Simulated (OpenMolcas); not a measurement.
# Pd³⁺ among point charges: CASSCF and CASPT2 levels and susceptibility

Aim: the splitting of the states of Pd³⁺ in the field of 8 point charges, its lowest levels with spin-orbit coupling and its magnetic susceptibility.

Program: OpenMolcas 26.06. Level of theory: state-averaged CASSCF and CASPT2, spin-orbit coupling by RASSI with atomic mean-field integrals. These are calculated values, not measurements, unless marked.

## 1. Starting point

```
Species                           : Pd³⁺ (palladium, Z = 46, 43 electrons)
Basis                             : ANO-RCC-VTZP [7s6p4d2f1g], 68 functions
Scalar Hamiltonian                : DKH2, point nucleus
Inactive shells                   : 1s 2s 2p 3s 3p 3d 4s 4p
Active space                      : 7 electrons in 5 orbitals (4d)
Some configurations of this space : 4d7
Orbitals                          : optimised for each spin and parity, averaged over all roots
```

The outer shells:

4d7
```
4d [↑↓][↑↓][↑ ][↑ ][↑ ]
```

The ion sits among 8 point charges of -0.8 e arranged as a cube (Oh), 2.07 Å from the ion.

The work runs as a chain of OpenMolcas steps in one folder; each step below is one input file. Labels, J, g values, rates, χT and fits are worked out afterwards by a script from the matrices that RASSI stores. The input lists half of the charges; inversion (Group=XYZ) makes the rest.

## 2. Basis and integrals

a.inp reads:

```
&GATEWAY
Coord
1

Pd 0.0 0.0 0.0
Basis=ANO-RCC-VTZP
Group=XYZ
NoMove
AngMom=0.0 0.0 0.0
AMFI
XField
4 Angstrom 0
1.195115 1.195115 1.195115 -0.800000
1.195115 1.195115 -1.195115 -0.800000
1.195115 -1.195115 1.195115 -0.800000
1.195115 -1.195115 -1.195115 -0.800000
&SEWARD
```

The run is started by

```sh
OMP_NUM_THREADS=1 MOLCAS_MEM=1689 MOLCAS_PROJECT=a pymolcas a.inp > a.log
```

## 3. CASSCF: quartets of even parity, 10 roots

a.inp reads:

```
&RASSCF
FileOrb=start.orb
Symmetry=1
Spin=4
nActEl=7 0 0
Inactive=9 9
Ras2=5 0
CIRoot=10 10 1
SDav=10
CIMx=300
Iter=120 100
PrWF=0.3
OrbListing=Nothing
MaxOrb=0
>>> COPY $Project.JobIph JOB001
```

start.orb holds the contracted functions of the basis, ordered by shell, or the orbitals of the step before.

## 4. CASSCF: doublets of even parity, 40 roots

a.inp reads:

```
&RASSCF
FileOrb=start.orb
Symmetry=1
Spin=2
nActEl=7 0 0
Inactive=9 9
Ras2=5 0
CIRoot=40 40 1
SDav=40
CIMx=300
Iter=120 100
PrWF=0.3
OrbListing=Nothing
MaxOrb=0
>>> COPY $Project.JobIph JOB002
```

## 5. RASSI: spin-orbit coupling between the states

a.inp reads:

```
&RASSI
NrOfJobIphs=2 10 40
1 2 3 4 5 6 7 8 9 10
1 2 3 4 5 6 7 8 9 10 11 12 13 14 15 16 17 18 19 20 21 22 23 24 25 26 27
28 29 30 31 32 33 34 35 36 37 38 39 40
IphNames
JOB001
JOB002
EJob
SpinOrbit
DIPRint=1.0
SOCoupling=1000.0
Subsets=2
Property=9
'ANGMOM' 1 'ANGMOM' 2 'ANGMOM' 3 'MLTPL  1' 1 'MLTPL  1' 2 'MLTPL  1' 3
'AMFI' 1 'AMFI' 2 'AMFI' 3
SOProperty=3
'ANGMOM' 1 'ANGMOM' 2 'ANGMOM' 3
```

## 6. CASPT2: IPEA 0.25, imaginary shift 0.1 (closed shells correlated: 4s 4p)

a.inp reads:

```
>>> COPY JOB001 $Project.JobIph
&CASPT2
Multistate=10 1 2 3 4 5 6 7 8 9 10
NoMult
Frozen=8 6
IPEA=0.25
Imaginary=0.1
MaxIter=60
WThr=0.0 0.3 0.05
PrWF=0.5
NoMix
>>> COPY JOB002 $Project.JobIph
&CASPT2
Multistate=40 1 2 3 4 5 6 7 8 9 10 11 12 13 14 15 16 17 18 19 20 21 22
23 24 25 26 27 28 29 30 31 32 33 34 35 36 37 38 39 40
NoMult
Frozen=8 6
IPEA=0.25
Imaginary=0.1
MaxIter=60
WThr=0.0 0.3 0.05
PrWF=0.5
NoMix
```

(Steps that only read results are left out.)

Before running it: what results should come out? Wanted: spin-free ground state; first state of the same spin within the active space; lowest level; next level.

As calculated:

```
                                            quantity                                                                        value
                                              method  SS-CASPT2, IPEA 0.25, imaginary shift 0.1 (closed shells correlated: 4s 4p)
                              spin-free ground state                                              4A2, 1-fold in its orbital part
first state of the same spin within the active space                                                             4T2 at 1680 cm⁻¹
                                        lowest level                                                                    4-fold Γ8
                                          next level                                                                  1404.3 cm⁻¹
                                         χT at 300 K                                                               4.39 cm³ K/mol
                           effective moment at 300 K                                                                      5.93 μB
```

Cost by method:

| method | time of its own steps | time with the reference |
| --- | --- | --- |
| A. CASSCF | 12 s | 12 s |
| B. SS-CASPT2, IPEA 0.25, imaginary shift 0.1, +4s 4p | 7.1 s | 19 s |

Times are of one thread on a shared host.

**Reading.** The spin-free ground state (4A2) comes to 100 % from free-ion F terms and keeps the highest spin of the shell. χT at 300 K is 4.39, against 1.88 cm³ K/mol for the spin alone, so orbital moment adds to it. CASPT2 does not keep the components of a term degenerate, and the means are used. The field of point charges can differ much from that of real complexes. With metal d orbitals alone active, the gaps between spin states are rough; where two lie within a few thousand cm-1, their order is open. Point charges carry no covalency, so the field is a model and not that of real ligands.
